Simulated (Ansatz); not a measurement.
# ClH₃O₃SW: basis-set convergence

How large a basis does ClH₃O₃SW need? Two functionals are run in growing sets.

The runs use Ansatz 0.2.0, Gaussian basis; one geometry, several basis sets.

The runs, in order: PBE0-D4/def2-SVP; ωB97M-V/def2-SVP; PBE0-D4/def2-QZVPP; ωB97M-V/def2-QZVPP; the functionals' def2-TZVPP values are taken from earlier runs.

## (1) The geometry

An earlier PBE0-D4 in a triple-zeta def2 set relaxation fixed the geometry. W takes the def2 core potential; no spin-orbit term is included.

SMILES `[OH][W]([OH])([OH])(=[S])[Cl]`, 9 atoms, charge 0, spin multiplicity 1.

Atoms are counted from 1 here; the program's logs count them from 0.

Bond lengths: O1–W2 1.878 Å, O1–H7 0.961 Å, W2–O3 1.878 Å, W2–O4 1.866 Å, W2–S5 2.110 Å, W2–Cl6 2.409 Å, O3–H8 0.961 Å, O4–H9 0.960 Å. Angles: W2–O1–H7 122.5°, O1–W2–O3 147.2°, O1–W2–O4 91.3°, O1–W2–S5 105.2°, O1–W2–Cl6 80.2°, O3–W2–O4 91.3°, O3–W2–S5 105.2°, O3–W2–Cl6 80.2°, O4–W2–S5 106.9°, O4–W2–Cl6 147.6°, S5–W2–Cl6 105.5°, W2–O3–H8 122.5°, W2–O4–H9 126.3°.

## (2) PBE0-D4 in def2-SVP

in.yaml reads:

```yaml
crystal:
  periodic: [false, false, false]
  atoms:
    - {symbol: O, position_ang: [1.840367, 0.108841, 0.024990]}
    - {symbol: W, position_ang: [-0.030254, 0.110283, -0.145511]}
    - {symbol: O, position_ang: [-1.681041, -0.433067, 0.567000]}
    - {symbol: O, position_ang: [0.027372, -1.382275, -1.263645]}
    - {symbol: S, position_ang: [-0.473938, 1.773693, -1.365998]}
    - {symbol: Cl, position_ang: [0.178587, 0.988354, 2.088548]}
    - {symbol: H, position_ang: [2.285774, 0.413788, 0.819589]}
    - {symbol: H, position_ang: [-1.942449, -0.237921, 1.470502]}
    - {symbol: H, position_ang: [-0.115917, -1.387894, -2.212674]}
basis:
  gaussian: {orbitals: def2-SVP}
hamiltonian: {xc: pbe0, dispersion: d4}
output: {orbitals: {seedname: orbitals}}
```

On the command line:

```bash
$ ansatz run in.yaml --threads 4 --pin off --events-out ev --progress --plain --max-ram 11315MiB
```

The runs that follow: ωB97M-V in def2-SVP; PBE0-D4 in def2-QZVPP; ωB97M-V in def2-QZVPP.

**Question.** What will the summary of the whole plan be? Wanted: PBE0-D4: double and triple zeta above quadruple; ωB97M-V: double and triple zeta above quadruple.

As calculated:

| quantity | value |
| --- | --- |
| PBE0-D4: double and triple zeta above quadruple | 17.47, 1.07 eV |
| ωB97M-V: double and triple zeta above quadruple | 17.54, 1.02 eV |

What this shows: PBE0-D4 gains 16.41 eV from double to triple zeta, then 1.07 eV more. These are total energies; as a rule much of such shifts cancels in differences, which this series doesn't test.
